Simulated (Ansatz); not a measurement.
# CH4AlOS radical: small, medium and large basis sets

How large a basis does CH4AlOS radical need? Two functionals are run in growing sets.

The runs use Ansatz 0.2.0, Gaussian basis; one geometry, several basis sets.

Levels to be run: PBE0-D4/def2-SVP; ωB97M-V/def2-SVP; PBE0-D4/def2-QZVPP; ωB97M-V/def2-QZVPP; the functionals' def2-TZVPP values are taken from earlier runs.

## (1) The geometry

All runs share one geometry, relaxed beforehand with PBE0-D4 in a triple-zeta def2 set.

SMILES `C[O][Al][SH]`, 8 atoms, charge 0, spin multiplicity 2.

Atoms are counted from 1 here; the program's logs count them from 0.

Bond lengths: C1–O2 1.399 Å, C1–H5 1.095 Å, C1–H6 1.097 Å, C1–H7 1.095 Å, O2–Al3 1.681 Å, Al3–S4 2.211 Å, S4–H8 1.343 Å. Angles: O2–C1–H5 110.0°, O2–C1–H6 112.4°, O2–C1–H7 110.0°, H5–C1–H6 108.1°, H5–C1–H7 108.0°, H6–C1–H7 108.1°, C1–O2–Al3 138.7°, O2–Al3–S4 117.4°, Al3–S4–H8 93.1°.

## (2) PBE0-D4 in def2-SVP

Input file in.yaml:

```yaml
crystal:
  periodic: [false, false, false]
  atoms:
    - {symbol: C, position_ang: [0.012681, 1.389883, 0.390136]}
    - {symbol: O, position_ang: [0.731436, 0.585062, -0.499891]}
    - {symbol: Al, position_ang: [0.776724, -1.019627, -0.998362]}
    - {symbol: S, position_ang: [-0.666063, -2.414810, -0.070996]}
    - {symbol: H, position_ang: [-0.477117, 2.204066, -0.153458]}
    - {symbol: H, position_ang: [-0.758240, 0.828793, 0.931871]}
    - {symbol: H, position_ang: [0.691386, 1.833406, 1.125682]}
    - {symbol: H, position_ang: [-0.218708, -3.463873, -0.780782]}
basis:
  gaussian: {orbitals: def2-SVP}
magnetization: {spin_polarized: true, initial_magnetization: 1}
hamiltonian: {xc: pbe0, dispersion: d4}
output: {orbitals: {seedname: orbitals}}
```

The runs that follow: ωB97M-V in def2-SVP; PBE0-D4 in def2-QZVPP; ωB97M-V in def2-QZVPP.

Q: Predict the results of all the runs planned. Wanted: PBE0-D4: double and triple zeta above quadruple; ωB97M-V: double and triple zeta above quadruple.

As calculated:

| quantity | value |
| --- | --- |
| PBE0-D4: double and triple zeta above quadruple | 10.59, 0.72 eV |
| ωB97M-V: double and triple zeta above quadruple | 10.65, 0.71 eV |

What this shows: PBE0-D4 gains 9.87 eV from double to triple zeta, then 0.72 eV more. These are total energies; as a rule much of such shifts cancels in differences, which this series doesn't test.
